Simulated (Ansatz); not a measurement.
**BClH₂OS: taking an electron away**

How much energy removes an electron from BClH₂OS at fixed geometry? The cation is run at each level and the neutral's energy taken from earlier runs.

The runs use Ansatz 0.2.0, Gaussian basis; unrestricted cation, the program's frozen cores in correlated methods.

The runs, in order: UKS PBE-D4/def2-TZVPP; UKS r2SCAN-D4/def2-TZVPP; UKS PBE0-D4/def2-TZVPP; UKS B3LYP-D4/def2-TZVPP; UKS wB97X-V/def2-TZVPP; UKS wB97M-V/def2-TZVPP; UKS B2PLYP/def2-TZVPP; UHF-CCSD(T)/def2-TZVPP; UHF-MP2/def2-QZVPP; extrapolation to the limit; then −ε(HOMO) from the neutral's earlier runs with LDA (SPW92), PBE-D4, revPBE-D4, BLYP-D4, r2SCAN-D4, B97M-V, PBE0-D4, B3LYP-D4, r2SCANh-D4, r2SCAN0-D4, HSE06-D4, BHLYP-D4, CAM-B3LYP-D4, LC-ωPBE, ωB97X-V, ωB97M-V.

**1. The relaxed structure**

An earlier PBE0-D4 in a triple-zeta def2 set relaxation fixed the geometry.

SMILES `OB(S)Cl`, 6 atoms, charge 0, spin multiplicity 1.

Atoms are counted from 1 here; the program's logs count them from 0.

Bond lengths: O1–B2 1.348 Å, O1–H5 0.962 Å, B2–S3 1.800 Å, B2–Cl4 1.770 Å, S3–H6 1.344 Å. Angles: B2–O1–H5 113.2°, O1–B2–S3 121.5°, O1–B2–Cl4 120.9°, S3–B2–Cl4 117.6°, B2–S3–H6 94.9°.

**2. Cation, UKS PBE-D4/def2-TZVPP**

The input, in.yaml:

```yaml
crystal:
  periodic: [false, false, false]
  atoms:
    - {symbol: O, position_ang: [0.301696, 0.907971, -0.627170]}
    - {symbol: B, position_ang: [-0.232326, -0.218356, -0.112874]}
    - {symbol: S, position_ang: [0.333033, -0.896085, 1.455754]}
    - {symbol: Cl, position_ang: [-1.520680, -1.083975, -0.964343]}
    - {symbol: H, position_ang: [-0.088318, 1.162562, -1.468680]}
    - {symbol: H, position_ang: [1.248594, 0.063884, 1.671212]}
basis:
  gaussian: {orbitals: def2-TZVPP}
total_charge: 1
magnetization: {spin_polarized: true, initial_magnetization: 1}
hamiltonian: {xc: pbe, dispersion: d4}
```

After this run come: Cation, UKS r2SCAN-D4/def2-TZVPP; Cation, UKS PBE0-D4/def2-TZVPP; Cation, UKS B3LYP-D4/def2-TZVPP; Cation, UKS wB97X-V/def2-TZVPP; Cation, UKS wB97M-V/def2-TZVPP; Cation, UKS B2PLYP (frozen core)/def2-TZVPP; Cation, UHF-CCSD(T)/def2-TZVPP; Cation, UHF-MP2/def2-QZVPP.

Q: Predict the results of all the runs planned. Wanted: ionisation energy, CCSD(T)/CBS; nearest functional by difference; nearest −ε(HOMO); −ε(HOMO) of PBE; T1 of the cation.

The runs gave:

```
                        quantity               value
  ionisation energy, CCSD(T)/CBS            10.50 eV
nearest functional by difference  ωB97X-V (-0.12 eV)
                nearest −ε(HOMO)  LC-ωPBE (+0.17 eV)
                 −ε(HOMO) of PBE             6.68 eV
                T1 of the cation               0.019
```

**Reading.** By cation minus neutral, the functionals miss by 0.43 eV at most. −ε(HOMO) of PBE misses by 3.8 eV, since self-interaction lifts the level. Among orbital estimates LC-ωPBE comes nearest. Hartree-Fock falls 1.17 eV short, as the neutral has more correlation energy than the cation. The cation may have settled in a state other than its lowest; no search over hole states beyond the program's own was made.
